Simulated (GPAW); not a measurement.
**GaGe3 in GPAW: convergence with plane-wave cutoff (eV)**

Input of the first run (plane-wave cutoff (eV) 200); the others differ in this setting and in those tied to it:

run.py

```python
from ase import Atoms
from ase.dft.bandgap import bandgap
from ase.io import write
from ase.units import GPa
from gpaw import GPAW, PW

atoms = Atoms(['Ge', 'Ge', 'Ge', 'Ga'],
              cell=[[0.0, 3.387167, 3.387167],
                    [3.387167, 0.0, 3.387167],
                    [3.387167, 3.387167, 0.0]],
              scaled_positions=[[0.5, 0.5, 0.5],
                                [0.75, 0.75, 0.75],
                                [0.25, 0.25, 0.25],
                                [0.0, 0.0, 0.0]],
              pbc=True)

calc = GPAW(mode=PW(200),
            xc='PBE',
            kpts={'size': (7, 7, 7), 'gamma': True},
            occupations={'name': 'fermi-dirac', 'width': 0.05},
            nbands=18,
            convergence={'density': 1e-05, 'energy': 1e-05},
            maxiter=100,
            txt='gpaw.txt')
atoms.calc = calc
energy = atoms.get_potential_energy()
forces = atoms.get_forces()
stress = atoms.get_stress()
calc.write('gs.gpw')
write('result.traj', atoms)
print(f'Energy: {energy:.6f} eV')
print('Forces (eV/A):')
print(forces.round(4))
print('Stress (GPa):', (stress / GPa).round(3))
print('Fermi level:', round(calc.get_fermi_level(), 4), 'eV')
print(f'Gap: {bandgap(calc)[0]:.4f} eV, direct: {bandgap(calc, direct=True)[0]:.4f} eV')
```

Potentials or basis: GPAW PAW data sets (gpaw-data 1.2.1), pw.

Launch:

```console
$ OMP_NUM_THREADS=1 python run.py
```

The cell comes from a database or a generator and needn't be the stable form of this composition.

Hardware: 1 thread of Arm Neoverse V2 (shared host).

```csv
plane-wave cutoff (eV),"energy less the tightest run, at zero smearing (meV/atom)",pressure (GPa),SCF cycles,CPU time (s),peak memory (GiB)
200,15.32,-0.81,9,4.3,0.13
250,8.93,-0.85,9,6.4,0.13
300,5.36,-0.76,9,6.3,0.14
350,4.70,-0.73,9,9.1,0.14
400,4.10,-0.76,9,11,0.15
500,2.59,-0.76,9,11,0.16
600,1.68,-0.77,9,17,0.17
800,0.37,-0.76,9,20,0.21
1000,0.00,-0.75,9,35,0.24
```

Against the tightest run, the energy stays within 1 meV/atom from 800 on; the pressure stays within 0.1 GPa from 300 on. The tightest run that finished is the yardstick and may itself not be fully converged.
